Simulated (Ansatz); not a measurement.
**C₂H₃FSi: vertical ionisation energy**

The task here is to estimate one member of a computed series from the others.

Method: unrestricted cation, the program's frozen cores in correlated methods; program: Ansatz 0.2.0, Gaussian basis.

Levels to be run: UKS PBE-D4/def2-TZVPP; UKS r2SCAN-D4/def2-TZVPP; UKS PBE0-D4/def2-TZVPP; UKS B3LYP-D4/def2-TZVPP; UKS wB97X-V/def2-TZVPP; UKS wB97M-V/def2-TZVPP; UKS B2PLYP/def2-TZVPP; UHF-CCSD(T)/def2-TZVPP; UHF-MP2/def2-QZVPP; extrapolation to the limit; then −ε(HOMO) from the neutral's earlier runs with LDA (SPW92), PBE-D4, revPBE-D4, BLYP-D4, r2SCAN-D4, B97M-V, PBE0-D4, B3LYP-D4, r2SCANh-D4, r2SCAN0-D4, HSE06-D4, BHLYP-D4, CAM-B3LYP-D4, LC-ωPBE, ωB97X-V, ωB97M-V.

### The relaxed structure

All runs share one geometry, relaxed beforehand with PBE0-D4 in a triple-zeta def2 set.

7 atoms, charge 0, spin multiplicity 1.

Atoms are counted from 1 here; the program's logs count them from 0.

Bond lengths: F1–C2 1.267 Å, C2–C3 1.203 Å, C3–Si4 1.816 Å, Si4–H5 1.483 Å, Si4–H6 1.483 Å, Si4–H7 1.483 Å. Angles: F1–C2–C3 179.9°, C2–C3–Si4 179.9°, C3–Si4–H5 109.5°, C3–Si4–H6 109.5°, C3–Si4–H7 109.4°, H5–Si4–H6 109.5°, H5–Si4–H7 109.5°, H6–Si4–H7 109.5°.

Set-up of the first run:

File in.yaml:

```yaml
crystal:
  periodic: [false, false, false]
  atoms:
    - {symbol: F, position_ang: [1.794672, -2.320109, 1.288820]}
    - {symbol: C, position_ang: [1.086379, -1.404167, 0.774948]}
    - {symbol: C, position_ang: [0.412611, -0.535084, 0.286915]}
    - {symbol: Si, position_ang: [-0.601281, 0.779601, -0.448972]}
    - {symbol: H, position_ang: [-1.519599, 0.191267, -1.454454]}
    - {symbol: H, position_ang: [-1.392727, 1.446431, 0.613759]}
    - {symbol: H, position_ang: [0.281145, 1.774160, -1.106716]}
basis:
  gaussian: {orbitals: def2-TZVPP}
total_charge: 1
magnetization: {spin_polarized: true, initial_magnetization: 1}
hamiltonian: {xc: pbe, dispersion: d4}
```

Run with:

```
ansatz run in.yaml --threads 2 --pin off --events-out ev --progress --plain --max-ram 4352MiB
```

Steps of the session up to this table: Cation, UKS PBE-D4/def2-TZVPP; Cation, UKS r2SCAN-D4/def2-TZVPP; Cation, UKS PBE0-D4/def2-TZVPP; Cation, UKS B3LYP-D4/def2-TZVPP; Cation, UKS wB97X-V/def2-TZVPP; Cation, UKS wB97M-V/def2-TZVPP; Cation, UKS B2PLYP (frozen core)/def2-TZVPP; Cation, UHF-CCSD(T)/def2-TZVPP; Cation, UHF-MP2/def2-QZVPP.

One of the session's tables, all rows but one given; the rest of the session is left out.

It belongs to the step «Ionisation energies side by side». For comparison, −ε(HOMO) of the neutral from earlier runs:

| functional | −ε(HOMO) (eV) |
| --- | --- |
| LDA (SPW92) | 7.08 |
| PBE-D4 | 6.92 |
| revPBE-D4 | 6.86 |
| BLYP-D4 | 6.77 |
| r2SCAN-D4 | 7.18 |
| B97M-V | 7.24 |
| PBE0-D4 | 8.21 |
| B3LYP-D4 | ? |
| r2SCANh-D4 | 7.67 |
| r2SCAN0-D4 | 8.39 |
| HSE06-D4 | 7.81 |
| BHLYP-D4 | 9.37 |
| CAM-B3LYP-D4 | 9.58 |
| LC-ωPBE | 10.98 |
| ωB97X-V | 10.58 |
| ωB97M-V | 10.45 |

Estimate the missing values for B3LYP-D4.

Worked estimate for «−ε(HOMO) (eV)». Against the share of exact exchange, BLYP-D4 (0, 6.77), BHLYP-D4 (0.5, 9.37) give a slope of 5.20 per unit share; at 0.2 the line stands at 7.81.

As computed: −ε(HOMO) (eV): 7.97. In «−ε(HOMO) (eV)» the line misses by -0.16.
